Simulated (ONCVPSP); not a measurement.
**Pseudopotential generation for Pr: ONCV, PBE**

Do these settings give a usable potential? It is generated, then checked for transferability, scattering, ghosts and hardness.

The numbers are computed with ONCVPSP 4.0.1.1 (patched build) (PBE, scalar-relativistic, spin-unpolarised reference atom).

## (1) The atom and the settings

Typed settings, in words:

* element: praseodymium (Pr, Z = 59)
* type: optimised norm-conserving Vanderbilt (ONCV)
* frozen core: [Kr] 4d10
* valence charge: 13
* reference configuration: 4f3 5s2 5p6 6s2
* partial waves: 5s+6s: rc 2.75 bohr, ncon 3, nbas 6, qcut 4 1/bohr, 2 projectors; 5p: rc 2.50 bohr, ncon 5, nbas 9, qcut 6.7 1/bohr, 2 projectors, debl 1.8 Ha; d scattering state at 0.13 Ha: rc 2.80 bohr, ncon 4, nbas 7, qcut 3.8 1/bohr, 2 projectors, debl 2.9 Ha; 4f: rc 0.90 bohr, ncon 3, nbas 8, qcut 13.1 1/bohr, 1 projector
* local potential: polynomial inside 0.60 bohr (lpopt 5, dvloc0 -1 Ha)
* core correction: Teter function, fcfact 5, rcfact 1

The outer shells as boxes (Hund's rule for the drawing; the calculation is spin-unpolarised):

```
[Kr] core
4d [↑↓][↑↓][↑↓][↑↓][↑↓]
4f [↑ ][↑ ][↑ ][  ][  ][  ][  ]
5s [↑↓]
5p [↑↓][↑↓][↑↓]
6s [↑↓]
```

## (2) Generating the potential

File Pr.dat:

```
# ATOM AND REFERENCE CONFIGURATION
# atsym  z   nc   nv     iexc    psfile
  Pr 59.00    9    4        4      upf
#
#   n    l    f
    1    0    2.00
    2    0    2.00
    2    1    6.00
    3    0    2.00
    3    1    6.00
    3    2   10.00
    4    0    2.00
    4    1    6.00
    4    2   10.00
    4    3    3.00
    5    0    2.00
    5    1    6.00
    6    0    2.00
#
# PSEUDOPOTENTIAL AND OPTIMIZATION
# lmax
    3
#
#   l,   rc,      ep,       ncon, nbas, qcut
    0    2.75    0.00    3    6    4.00
    1    2.50    0.00    5    9    6.70
    2    2.80    0.13    4    7    3.80
    3    0.90    0.00    3    8   13.10
#
# LOCAL POTENTIAL
# lloc, lpopt,  rc(5),   dvloc0
    4    5    0.60   -1.00
#
# VANDERBILT-KLEINMAN-BYLANDER PROJECTORs
# l, nproj, debl
    0    2    1.00
    1    2    1.80
    2    2    2.90
    3    1    2.20
#
# MODEL CORE CHARGE
# icmod, fcfact, rcfact
    3    5.00    1.00
#
# LOG DERIVATIVE ANALYSIS
# epsh1, epsh2, depsh
   -3.00    5.00    0.02
#
# OUTPUT GRID
# rlmax, drl
    6.00    0.01
#
# TEST CONFIGURATIONS
# ncnf
    4
# nvcnf
#   n    l    f
    4
    4    3    3.00
    5    0    2.00
    5    1    6.00
    6    0    1.00
#
    4
    4    3    3.00
    5    0    2.00
    5    1    6.00
    6    0    0.00
#
    4
    4    3    2.00
    5    0    2.00
    5    1    6.00
    6    0    0.00
#
    5
    4    3    3.00
    5    0    2.00
    5    1    6.00
    6    0    0.00
    5    2    1.00
#
```

Launch:

```
$ oncvpsp.x < Pr.dat > Pr.out
```

Before running it: what results should come out? Wanted: cutoffs; bound ghosts; GHOST(+) flags; largest miss of a reference level; largest phase difference near zero energy, channels read; rms error of d²Exc/dn², without and with the model core; projector energies reset by the program.

**Answer**, as computed:

| quantity | value |
| --- | --- |
| cutoffs | not determined |
| bound ghosts | s at -768.50 eV, s at -29.62 eV, p at -459.65 eV, d at -44.26 eV |
| GHOST(+) flags | none at low energy |
| largest miss of a reference level | 15 meV (4f) |
| largest phase difference near zero energy, channels read | 0.002 rad |
| rms error of d²Exc/dn², without and with the model core | 11.14 and 6.63 mHa |
| projector energies reset by the program | d: 0.050, 2.950 Ha |

What this shows: It has a bound ghost (s, p, d), a state that the atom doesn't have, and that rules the file out. Near zero energy the phases of the channels with partial waves agree within 0.002 rad. The pseudo curves have poles with no partner nearby in the atom's: s at -1.08 Ha, d at -1.62 Ha. All of this concerns the isolated atom, not yet a solid.
